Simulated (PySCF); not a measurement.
# C6H9FO2S: reorganisation energies

Aim: compute the reorganisation energies of C6H9FO2S (`CCOC1=C(F)COCS1`).

Programs: PySCF 2.14.0, with routines of our own; each step states its level. All values are computed. Atoms count from 0.

### Step 1. The system as given

19 atoms, charge 0, multiplicity 1; geometry from: GFN2-xTB.

### Step 2. Relaxing the molecule at CAM-B3LYP/def2-SV(P)

Job settings and geometry (Å):

```
{"job": {"xc": "CAM-B3LYP", "basis": "def2-SV(P)", "grid": 1, "kind": "geom"}, "charge": 0, "multiplicity": 1}
C      3.471267     0.156088    -0.126253
C      2.070536     0.553382     0.306565
O      1.161115    -0.318409    -0.343276
C     -0.158746    -0.117712    -0.179772
C     -1.055195    -0.878108    -0.818633
F     -0.618220    -1.899259    -1.608858
C     -2.553042    -0.781078    -0.789233
O     -3.023451     0.407794    -0.198985
C     -2.464160     0.653685     1.033294
S     -0.707244     1.180972     0.898891
H      4.200135     0.810957     0.341650
H      3.560407     0.231521    -1.206291
H      3.671032    -0.871163     0.164912
H      1.959128     0.462016     1.395142
H      1.856113     1.592623     0.024488
H     -2.933988    -0.782734    -1.814831
H     -2.969299    -1.659250    -0.264733
H     -2.991170     1.492099     1.487936
H     -2.485022    -0.224173     1.690526
```

Command:

```bash
$ OMP_NUM_THREADS=4 python excited_run.py task.json out
```

This one command runs all jobs of the session in turn.

Standard output:

```text
step   0  E = -881.77123637  max force = 0.015041
step   1  E = -881.77301258  max force = 0.006800
step   2  E = -881.77357468  max force = 0.002225
step   3  E = -881.77366070  max force = 0.001731
step   4  E = -881.77373359  max force = 0.001613
step   5  E = -881.77383868  max force = 0.001796
step   6  E = -881.77405064  max force = 0.004511
step   7  E = -881.77452526  max force = 0.003622
step   8  E = -881.77507930  max force = 0.005190
step   9  E = -881.77478652  max force = 0.006327
step  10  E = -881.77582339  max force = 0.001512
step  11  E = -881.77601557  max force = 0.001016
step  12  E = -881.77637857  max force = 0.001532
step  13  E = -881.77641992  max force = 0.001687
step  14  E = -881.77647571  max force = 0.000737
step  15  E = -881.77648501  max force = 0.000299
optimisation converged
```

Wall time 100 s (4 threads of Intel Xeon Platinum 8488C, shared host); peak memory 1.1 GiB.

The steps of the relaxation: (the energy doesn't fall at every step)

| step | energy from step 0 (eV) | largest force component (eV/Å) |
| --- | --- | --- |
| 0 | 0.0000 | 0.7734 |
| 1 | -0.0483 | 0.3497 |
| 2 | -0.0636 | 0.1144 |
| 3 | -0.0660 | 0.0890 |
| 4 | -0.0680 | 0.0829 |
| 5 | -0.0708 | 0.0924 |
| 6 | -0.0766 | 0.2320 |
| 7 | -0.0895 | 0.1863 |
| 8 | -0.1046 | 0.2669 |
| 9 | -0.0966 | 0.3253 |
| 10 | -0.1248 | 0.0778 |
| 11 | -0.1300 | 0.0522 |
| 12 | -0.1399 | 0.0788 |
| 13 | -0.1411 | 0.0867 |
| 14 | -0.1426 | 0.0379 |
| 15 | -0.1428 | 0.0154 |

Close pairs (by a distance rule), those that changed most:

| bond | before (Å) | after (Å) | change (Å) |
| --- | --- | --- | --- |
| C4–F5 | 1.363 | 1.340 | -0.023 |
| C0–H10 | 1.086 | 1.102 | +0.017 |
| C0–H11 | 1.086 | 1.102 | +0.016 |
| C0–H12 | 1.086 | 1.102 | +0.016 |
| O7–C8 | 1.375 | 1.389 | +0.014 |
| C8–S9 | 1.839 | 1.826 | -0.013 |
| C8–H18 | 1.097 | 1.106 | +0.009 |
| C8–H17 | 1.090 | 1.099 | +0.009 |

The final coordinates are the input of the step that follows.

| at the end point | value |
| --- | --- |
| point group (found at 0.08 Å tolerance) | C1 |
| rotational constants (GHz, main isotopes) | 1.858, 0.821, 0.604 |
| dipole moment (D) | 2.34 |

### Step 3. Relaxation after adding or removing an electron (C6H9FO2S+ (doublet)): UKS CAM-B3LYP/def2-SV(P)

Job settings and geometry (Å):

```
{"job": {"kind": "ionopt", "ions": [1], "xc": "CAM-B3LYP", "basis": "def2-SV(P)", "grid": 1}, "charge": 1, "multiplicity": 2}
C      3.394797     0.331643     0.056543
C      1.948586     0.208369     0.476317
O      1.141290     0.272709    -0.695056
C     -0.193330     0.230137    -0.504711
C     -0.909973    -0.868029    -0.761205
F     -0.300722    -2.008543    -1.112602
C     -2.402582    -1.021160    -0.698058
O     -3.085097     0.153543    -0.352910
C     -2.484059     0.888082     0.661428
S     -0.963350     1.722118     0.089167
H      4.053548     0.301747     0.939938
H      3.560448     1.283588    -0.473684
H      3.673639    -0.492754    -0.619579
H      1.762969    -0.753766     0.988494
H      1.661253     1.021829     1.167081
H     -2.780697    -1.325574    -1.688320
H     -2.638078    -1.845778     0.008306
H     -3.184408     1.675911     0.971430
H     -2.229787     0.251591     1.529701
```

With the program's defaults for keys left out, this is: UKS CAM-B3LYP/def2-SV(P) geometry optimisation of the ion from the geometry of its parent, gas phase.

Standard output:

```text
step       E/Eh        max force   <S^2>
  0    -881.47322108   0.092005   0.7616
  1    -881.47221205   0.047682   0.7605
  2    -881.48192756   0.034256   0.7605
  3    -881.48762079   0.011872   0.7604
  4    -881.49039827   0.005620   0.7594
  5    -881.49357925   0.015048   0.7583
  6    -881.49805954   0.017120   0.7569
  7    -881.50189901   0.012065   0.7561
  8    -881.50302493   0.005608   0.7561
  9    -881.50326060   0.002995   0.7561
 10    -881.50337355   0.000792   0.7561
 11    -881.50338954   0.000282   0.7561
 12    -881.50341900   0.000458   0.7561
 13    -881.50344045   0.000927   0.7561
 14    -881.50345537   0.000903   0.7561
 15    -881.50346512   0.000455   0.7561
 16    -881.50346843   0.000333   0.7562
optimisation converged
```

Wall time 2.7 min (4 threads of Intel Xeon Platinum 8488C, shared host); peak memory 1.3 GiB.

In short:

| quantity | value |
| --- | --- |
| geometry moved (RMSD) | 0.829 Å |
| ⟨S²⟩ | 0.756 |

Bonds of the start that changed most:

| bond | start (Å) | end (Å) |
| --- | --- | --- |
| C3–C4 | 1.336 | 1.417 |
| S9–C3 | 1.781 | 1.717 |
| O2–C3 | 1.349 | 1.290 |
| C8–S9 | 1.826 | 1.877 |
| C4–F5 | 1.340 | 1.295 |
| C1–O2 | 1.424 | 1.459 |

Mulliken spin populations:

C0 0.00; C1 -0.01; O2 0.11; C3 0.03; C4 0.58; F5 0.08; C6 -0.05; O7 0.00; C8 -0.01; S9 0.19; H10 0.00; H11 0.00; H12 0.00; H13 0.01; H14 0.01; H15 0.02; H16 0.04; H17 0.00; H18 0.00

### Step 4. Reorganisation energies: UKS CAM-B3LYP/def2-SV(P)

The job, as its differences from that of step 3:

```diff
@@ -1,2 +1,2 @@
-{"job": {"kind": "ionopt", "ions": [1], "xc": "CAM-B3LYP", "basis": "def2-SV(P)", "grid": 1}, "charge": 1, "multiplicity": 2}
+{"job": {"kind": "reorg", "ions": [1], "xc": "CAM-B3LYP", "basis": "def2-SV(P)", "grid": 1}, "charge": 0, "multiplicity": 1}
 C      3.394797     0.331643     0.056543
```

Method: UKS CAM-B3LYP/def2-SV(P) four-point reorganisation energy, gas phase.

Standard output:

```text
final grid: 75304 points
cycle   1  E = -881.6211194820  dE =  1.816e+00  |g| = 8.974e-01  |ddm| = 4.624e+00
cycle   2  E = -881.5433249700  dE =  7.779e-02  |g| = 1.143e+00  |ddm| = 1.976e+00
cycle   3  E = -881.7752504545  dE = -2.319e-01  |g| = 7.437e-02  |ddm| = 1.149e+00
cycle   4  E = -881.7761475593  dE = -8.971e-04  |g| = 3.787e-02  |ddm| = 1.089e-01
cycle   5  E = -881.7764557009  dE = -3.081e-04  |g| = 1.119e-02  |ddm| = 4.930e-02
cycle   6  E = -881.7764817008  dE = -2.600e-05  |g| = 3.613e-03  |ddm| = 1.495e-02
cycle   7  E = -881.7764848584  dE = -3.158e-06  |g| = 5.721e-04  |ddm| = 4.717e-03
cycle   8  E = -881.7764849918  dE = -1.334e-07  |g| = 2.840e-04  |ddm| = 1.503e-03
cycle   9  E = -881.7764850138  dE = -2.200e-08  |g| = 7.910e-05  |ddm| = 4.930e-04
cycle  10  E = -881.7764850156  dE = -1.799e-09  |g| = 3.640e-05  |ddm| = 1.575e-04
cycle  11  E = -881.7764850160  dE = -3.874e-10  |g| = 9.466e-06  |ddm| = 7.358e-05
converged SCF energy = -881.7764850160

hole transfer: vertical 8.2204 eV, relaxation of the ion converged
  adiabatic 7.4292 eV, lambda(ion) 0.7912, lambda(parent) 0.5499, total 1.3411 eV
```

Run time: 3.9 s. Hardware: 4 threads of Intel Xeon Platinum 8488C, shared host; peak memory 1.1 GiB.

### Step 5. What came out

```
                                                     quantity                 value
                                                  point group                    C1
                         rotational constants (main isotopes)  1.86, 0.82, 0.60 GHz
     geometry moved (RMSD) (step 3, UKS CAM-B3LYP/def2-SV(P))               0.829 Å
hole reorganisation energy (step 4, UKS CAM-B3LYP/def2-SV(P))             1.3411 eV
```

What this shows: The optimisation took 15 steps and gained 0.143 eV; among the close pairs (by a distance rule), C4–F5 changed most, from 1.363 to 1.340 Å. In step 3 (relaxation after adding or removing an electron), among the bonds C3–C4 changes most, from 1.336 to 1.417 Å. The atoms move far more than that, so angles or torsions carry the main change.
